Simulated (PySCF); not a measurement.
# C3H6F2Si: the cost of one run

The runs use PySCF 2.14.0, with density-fitted response routines of our own; the level of theory stands in each step. All values are computed, except where a source is named. Atoms are numbered from 0 throughout.

## (1) Starting geometry

12 atoms, charge 0, multiplicity 1; geometry from: PBE0-D3(BJ)/def2-SVP.

Bonds of the start (Å): F0–C1 1.36, C1–F2 1.35, C1–C3 1.49, C3–C4 1.54, C4–Si5 1.86, Si5–C3 1.87, C1–H6 1.11, C3–H7 1.10, C4–H8 1.10, C4–H9 1.09, Si5–H10 1.48, Si5–H11 1.48.

## (2) Shielding tensors: HF/pcSseg-1

Job settings and geometry (Å):

```
{"job": {"kind": "nmr", "xc": "HF", "basis": "pcSseg-1", "pop": false}, "charge": 0, "multiplicity": 1}
F     -1.168566    -0.647517     1.483033
C     -1.482882    -0.259275     0.217887
F     -2.096213    -1.298020    -0.390157
C     -0.245428     0.130914    -0.522702
C      0.762242     1.046704     0.188608
Si     1.416337    -0.656128    -0.183903
H     -2.218572     0.562570     0.304552
H     -0.459755     0.384270    -1.567622
H      0.536649     1.253984     1.241250
H      1.112479     1.929160    -0.356192
H      1.571053    -1.630165     0.919684
H      2.316005    -0.843443    -1.347799
```

Level: GIAO HF/pcSseg-1 NMR shielding, non-relativistic, gas phase.

The run is started by

```
$ OMP_NUM_THREADS=1 python probes_run.py task.json out
```

The driver reads the jobs from task.json and runs them one after another.

Q: Estimate the wall time and peak memory of this first job on 1 thread of Intel Xeon 6975P-C, shared host.

About 3.3 s, with a peak of 0.71 GiB.
